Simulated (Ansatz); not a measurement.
A first try at cell relaxations under several functionals of ZrB, space group Fm-3m, using Ansatz's Python interface.

Script `run_lattice.py`:
```python
import ansatz as az
import numpy as np

def edges_and_angles(cell):
    cell = np.asarray(cell)
    a, b, c = np.linalg.norm(cell, axis=1)
    cosines = cell[1] @ cell[2] / (b * c), cell[0] @ cell[2] / (a * c), cell[0] @ cell[1] / (a * b)
    return (a, b, c, *np.degrees(np.arccos(cosines)))

crystal = (
    az.Lattice.of((0.0, 2.456321, 2.456321), (2.456321, 0.0, 2.456321), (2.456321, 2.456321, 0.0))
    .atom('Zr', (0.5, 0.5, 0.5))
    .atom('B', (0.0, 0.0, 0.0))
)

job = (
    crystal.calculation()
    .occupations(az.OccupationsMethod.METHFESSEL_PAXTON, width=0.1)
    .basis(420)
    .kpoints(spacing=0.32)
    .relax(cell=True, force_tolerance=0.001, max_steps=3)
)

levels = [('pbe', 'd3bj'), ('r2scan', 'none'), ('r2scan', 'd4')]
print('level            a       b       c    alpha   beta  gamma  V/atom  steps')
for name, dispersion in levels:
    seen = []
    run = job.functional(name, dispersion=dispersion).session().plan()
    outcome = run.execute(on_event=lambda e: seen.append(e) if e['event'] == 'relax_step' else None)
    cell = outcome.lattice.cell_ang
    label = name if dispersion == 'none' else f'{name}+{dispersion}'
    print('{:13s} {:7.4f} {:7.4f} {:7.4f} {:6.2f} {:6.2f} {:6.2f}'.format(label, *edges_and_angles(cell)), f'{abs(np.linalg.det(cell)) / len(outcome.lattice.sites):7.3f} {len(seen):5d}')
```

```console
$ python run_lattice.py
level            a       b       c    alpha   beta  gamma  V/atom  steps
Traceback (most recent call last):
  File "run_lattice.py", line 29, in <module>
    outcome = run.execute(on_event=lambda e: seen.append(e) if e['event'] == 'relax_step' else None)
ansatz.NonConvergedError: variable-cell relaxation did not converge after 3 steps: max|allowed force component| = 1.17e-29 eV/Å (threshold 1.0e-3), largest principal stress residual = 2.57e-1 GPa on the free part of the cell (threshold 5.0e-2). Raise `relax.max_steps` over both its present limit and 3, loosen the thresholds, or start from a cell closer to the target (`relax.cell.p_target` or `relax.cell.sigma_target`). Where this run's directory can be resumed (`checkpoint.write`), a resume goes on for up to `relax.max_steps` more
The last result that the run could keep is in <dir> where next_state_free_energy_ev on a file's second line is a number, the run has left its state, where lower_state_in_no_save there is true it has gone on to a lower one that no save has, where lower_state_not_kept there is true it has shown a lower one that it does not keep, where withdrawn there is true it has taken that telling back, where relaxation_convergence_pending there is true the relaxation had not been seen to end on it, where checkpoint_pending there is true a resume need not go on from it, and where ended_on there is non_converged, with further_exchange_loops ahead (goes_on_to, as later_telling there has it, where it stands), the run gives no result, that one neither; one whose goes_on_to is unconverged_end is of a structure not shown to be relaxed.
```

Why does it end like this?

The fault: too few steps. The correction:

```diff
--- before
+++ after
@@ -20,3 +20,3 @@
     .kpoints(spacing=0.32)
-    .relax(cell=True, force_tolerance=0.001, max_steps=3)
+    .relax(cell=True, force_tolerance=0.005, max_steps=30)
 )
```

With that change:

Running `python run_lattice.py` prints:
```text
level            a       b       c    alpha   beta  gamma  V/atom  steps
pbe+d3bj       3.4371  3.4371  3.4371  60.00  60.00  60.00  14.356     5
DeckWarning: basis.ecutwfc = 420 eV is below the records' recommended 500 eV, and the density's cutoff is lower with it unless basis.ecutrho_ratio is high enough to keep the records' density cutoff: compare with a run at a higher cutoff
r2scan         3.4738  3.4738  3.4738  60.00  60.00  60.00  14.820     2
r2scan+d4      3.4657  3.4657  3.4657  60.00  60.00  60.00  14.717     4
```
(Warnings from the package without file and line.)

What to keep in mind:
- The cutoff lies under the one recommended for these potentials in some of the runs.
- Forces vanish by symmetry, so the ions can't move, and the end may be a saddle.
- Dispersion corrections can be off by several per cent in the lattices of metals, and by several GPa in the pressure at a fixed cell.
- The mesh is modest for a metal, so energies can be off by several to tens of meV an atom and pressures by half a GPa or more; differences at equal mesh fare better.
- Edges and angles are those of the cell as typed, here a primitive one, not of the conventional cell.
- The structure comes from a database of computed cells and needn't be a stable or known phase.
- Hardware and time: 11 s on 1 thread of Intel(R) Xeon(R) Platinum 8375C CPU @ 2.90GHz (Ice Lake) (shared host), peak memory 0.47 GiB.

(Lines on the test bed's own set-up are left out of the output.)
